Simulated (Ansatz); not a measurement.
**Si2H6O2: small, medium and large basis sets**

How large a basis does Si2H6O2 need? Two functionals and correlated methods are run in growing sets.

Program: Ansatz 0.2.0, Gaussian basis. Level of theory: one geometry, several basis sets. These are calculated values, not measurements.

The runs, in order: PBE0-D4/def2-SVP; ωB97M-V/def2-SVP; PBE0-D4/def2-QZVPP; ωB97M-V/def2-QZVPP; CCSD(T)/cc-pV(D+d)Z; CCSD(T)/cc-pV(T+d)Z; CCSD(T)/cc-pV(Q+d)Z; the functionals' def2-TZVPP values are taken from earlier runs.

## 1. The geometry

All runs share one geometry, relaxed beforehand with PBE0-D4 in a triple-zeta def2 set.

SMILES `O[SiH](O)[SiH3]`, 10 atoms, charge 0, spin multiplicity 1.

Atoms are counted from 1 here; the program's logs count them from 0.

Bond lengths: O1–Si2 1.648 Å, O1–H5 0.959 Å, Si2–O3 1.647 Å, Si2–Si4 2.344 Å, Si2–H6 1.486 Å, O3–H7 0.959 Å, Si4–H8 1.490 Å, Si4–H9 1.489 Å, Si4–H10 1.487 Å. Angles: Si2–O1–H5 117.5°, O1–Si2–O3 112.8°, O1–Si2–Si4 112.1°, O1–Si2–H6 103.0°, O3–Si2–Si4 104.5°, O3–Si2–H6 110.8°, Si4–Si2–H6 113.8°, Si2–O3–H7 117.7°, Si2–Si4–H8 109.9°, Si2–Si4–H9 110.0°, Si2–Si4–H10 111.3°, H8–Si4–H9 108.1°, H8–Si4–H10 108.7°, H9–Si4–H10 108.7°.

## 2. PBE0-D4 in def2-SVP

File in.yaml:

```yaml
crystal:
  periodic: [false, false, false]
  atoms:
    - {symbol: O, position_ang: [-1.306346, 0.375004, -1.445556]}
    - {symbol: Si, position_ang: [0.054128, 0.590926, -0.541292]}
    - {symbol: O, position_ang: [1.408525, 0.006414, -1.274111]}
    - {symbol: Si, position_ang: [-0.050619, -0.556185, 1.499926]}
    - {symbol: H, position_ang: [-1.594785, -0.525513, -1.603378]}
    - {symbol: H, position_ang: [0.128660, 2.067927, -0.396837]}
    - {symbol: H, position_ang: [1.697698, 0.433463, -2.082877]}
    - {symbol: H, position_ang: [-0.270288, -2.009441, 1.254933]}
    - {symbol: H, position_ang: [-1.188479, -0.046151, 2.312887]}
    - {symbol: H, position_ang: [1.204707, -0.387644, 2.279204]}
basis:
  gaussian: {orbitals: def2-SVP}
hamiltonian: {xc: pbe0, dispersion: d4}
output: {orbitals: {seedname: orbitals}}
```

Run with:

```console
$ ansatz run in.yaml --threads 2 --pin off --events-out ev --progress --plain --max-ram 22528MiB --backend cpu
```

Further steps of the session: ωB97M-V in def2-SVP; PBE0-D4 in def2-QZVPP; ωB97M-V in def2-QZVPP; CCSD(T) in cc-pV(D+d)Z; CCSD(T) in cc-pV(T+d)Z; CCSD(T) in cc-pV(Q+d)Z.

**Question.** What will the summary of the whole plan be? Wanted: MP2 correlation recovered, cc-pV(D+d)Z; MP2 correlation recovered, cc-pV(T+d)Z; MP2 correlation recovered, cc-pV(Q+d)Z; CCSD(T) limit from def2 sets; PBE0-D4: double and triple zeta above quadruple; ωB97M-V: double and triple zeta above quadruple.

As calculated:

```
                                                                 quantity           value
                                   MP2 correlation recovered, cc-pV(D+d)Z          69.2 %
                                   MP2 correlation recovered, cc-pV(T+d)Z          88.0 %
                                   MP2 correlation recovered, cc-pV(Q+d)Z          95.0 %
CCSD(T) limit from def2 sets (earlier runs) less the limit of this series         -34 meV
                          PBE0-D4: double and triple zeta above quadruple  11.89, 0.79 eV
                          ωB97M-V: double and triple zeta above quadruple  12.01, 0.75 eV
```

What this shows: PBE0-D4 gains 11.10 eV from double to triple zeta, then 0.79 eV more. Correlation climbs from 69 % (cc-pV(D+d)Z) to 95 % (cc-pV(Q+d)Z) of the limit; Hartree-Fock is 0.171 eV from its own by then. A limit from the def2 sets, made apart, differs by 34 meV, a least measure of the doubt on such a limit. These are total energies; as a rule much of such shifts cancels in differences, which this series doesn't test. The LUMO of ωB97M-V is positive and keeps falling with the basis (2.17 to 1.12 eV): an unbound level that the basis holds in place.
